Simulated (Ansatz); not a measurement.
Run this with the Ansatz DFT code, driven from Python and show what comes out.

Input file `fge.xyz`:
```text
2

Ge    0.00000    0.00000    0.00000
F     0.00000    0.00000    1.87500
```

`x2c_fge.py`
```python
"""Scalar relativity in FGe(+)."""

from dataclasses import dataclass

import ansatz
import numpy as np


@dataclass(frozen=True)
class RunConfig:
    xc: str = "b3lyp"
    net_charge: int = 1


settings = RunConfig()

mol = ansatz.Crystal.molecule_from_extxyz("fge.xyz")

job = (
    mol.calculation()
    .functional(settings.xc)
    .charge(settings.net_charge)
    .accuracy("high")
    .forces()
)
# a set contracted for a scalar-relativistic Hamiltonian goes with the relativistic run
sets = {"none": "cc-pVTZ", "scalar": "cc-pVTZ-DK"}
found = {kind: job.basis(gaussian=basis).pseudopotentials(relativity=kind).run(threads=1, pin="off").report for kind, basis in sets.items()}
for kind, each in found.items():
    dipole = 4.803205 * np.linalg.norm(each["charge_distribution"]["dipole_moment_e_ang"])
    print(f"{kind:7s} E = {each['free_energy_ev']:.4f} eV  dipole {dipole:.3f} D  largest force component {np.abs(each['forces_ev_ang']).max():.4f} eV/A")
print(f"relativity lowers the total energy by {found['none']['free_energy_ev'] - found['scalar']['free_energy_ev']:.3f} eV")
```

```console
$ python x2c_fge.py
none    E = -59230.2525 eV  dipole 3.955 D  largest force component 4.0213 eV/A
scalar  E = -59825.3826 eV  dipole 4.018 D  largest force component 3.9817 eV/A
relativity lowers the total energy by 595.130 eV
```

Reading the output:
- The settings weren't tested for convergence.
- The geometry is a force-field or estimated start, not a minimum of this method. The basis set changes with the Hamiltonian (a set recontracted for scalar relativity), and most of the change in the total lies in the cores.
- An ion's dipole depends on the origin; the program takes it about the centre of nuclear charge.
- b3lyp holds the VWN-RPA fit, as in Gaussian; the form of ORCA and Turbomole is b3lyp5.
- The spin state was assumed, and another may lie lower.
- Hardware and time: 7.1 s on 1 thread of Arm Neoverse V2 (shared host), peak memory 0.23 GiB.
